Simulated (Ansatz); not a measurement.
**CH₆BNOSi: how energies converge with the basis set**

The task here is to estimate one member of a computed series from the others.

Computed with Ansatz 0.2.0, Gaussian basis. Level: one geometry, several basis sets.

The runs, in order: PBE0-D4/def2-SVP; ωB97M-V/def2-SVP; PBE0-D4/def2-QZVPP; ωB97M-V/def2-QZVPP; the functionals' def2-TZVPP values are taken from earlier runs.

## The geometry

All runs share one geometry, relaxed beforehand with PBE0-D4 in a triple-zeta def2 set.

SMILES `BO/C=N\[SiH3]`, 11 atoms, charge 0, spin multiplicity 1.

Atoms are counted from 1 here; the program's logs count them from 0.

Bond lengths: B1–O2 1.358 Å, B1–H6 1.199 Å, B1–H7 1.192 Å, O2–C3 1.378 Å, C3–N4 1.241 Å, C3–H8 1.095 Å, N4–Si5 1.747 Å, Si5–H9 1.487 Å, Si5–H10 1.481 Å, Si5–H11 1.486 Å. Angles: O2–B1–H6 119.6°, O2–B1–H7 116.7°, H6–B1–H7 123.7°, B1–O2–C3 121.3°, O2–C3–N4 123.7°, O2–C3–H8 112.4°, N4–C3–H8 123.8°, C3–N4–Si5 125.7°, N4–Si5–H9 110.8°, N4–Si5–H10 107.4°, N4–Si5–H11 110.7°, H9–Si5–H10 109.1°, H9–Si5–H11 109.6°, H10–Si5–H11 109.1°.

Set-up of the first run:

Contents of in.yaml:

```yaml
crystal:
  periodic: [false, false, false]
  atoms:
    - {symbol: B, position_ang: [-2.020113, 0.679086, 0.949728]}
    - {symbol: O, position_ang: [-0.779476, 0.374860, 0.488770]}
    - {symbol: C, position_ang: [-0.596836, -0.541869, -0.523594]}
    - {symbol: N, position_ang: [0.515458, -0.857115, -0.975857]}
    - {symbol: Si, position_ang: [2.051084, -0.221915, -0.437539]}
    - {symbol: H, position_ang: [-2.977920, 0.142295, 0.468719]}
    - {symbol: H, position_ang: [-2.083123, 1.483120, 1.826971]}
    - {symbol: H, position_ang: [-1.542410, -0.959954, -0.883833]}
    - {symbol: H, position_ang: [2.271279, -0.521060, 1.001853]}
    - {symbol: H, position_ang: [3.109330, -0.881012, -1.237727]}
    - {symbol: H, position_ang: [2.118127, 1.246764, -0.656993]}
basis:
  gaussian: {orbitals: def2-SVP}
hamiltonian: {xc: pbe0, dispersion: d4}
output: {orbitals: {seedname: orbitals}}
```

Command:

```sh
$ ansatz run in.yaml --threads 4 --pin off --events-out ev --progress --plain --max-ram 10444MiB
```

Among the steps run: PBE0-D4 in def2-SVP; ωB97M-V in def2-SVP; PBE0-D4 in def2-QZVPP; ωB97M-V in def2-QZVPP.

One of the session's tables, all rows but one given; the rest of the session is left out.

It belongs to the step «Density functionals: the series». 

```
functional       basis  HOMO (eV)
   PBE0-D4    def2-SVP      -7.76
   PBE0-D4  def2-TZVPP      -7.85
   PBE0-D4  def2-QZVPP          ?
   ωB97M-V    def2-SVP     -10.05
   ωB97M-V  def2-TZVPP     -10.17
   ωB97M-V  def2-QZVPP     -10.18
```

**Question.** Estimate the row for PBE0-D4, def2-QZVPP.

**Answer.** HOMO (eV): -7.87. In the column «HOMO (eV)» it lies between ωB97M-V, def2-SVP (-10.05) and PBE0-D4, def2-TZVPP (-7.85).
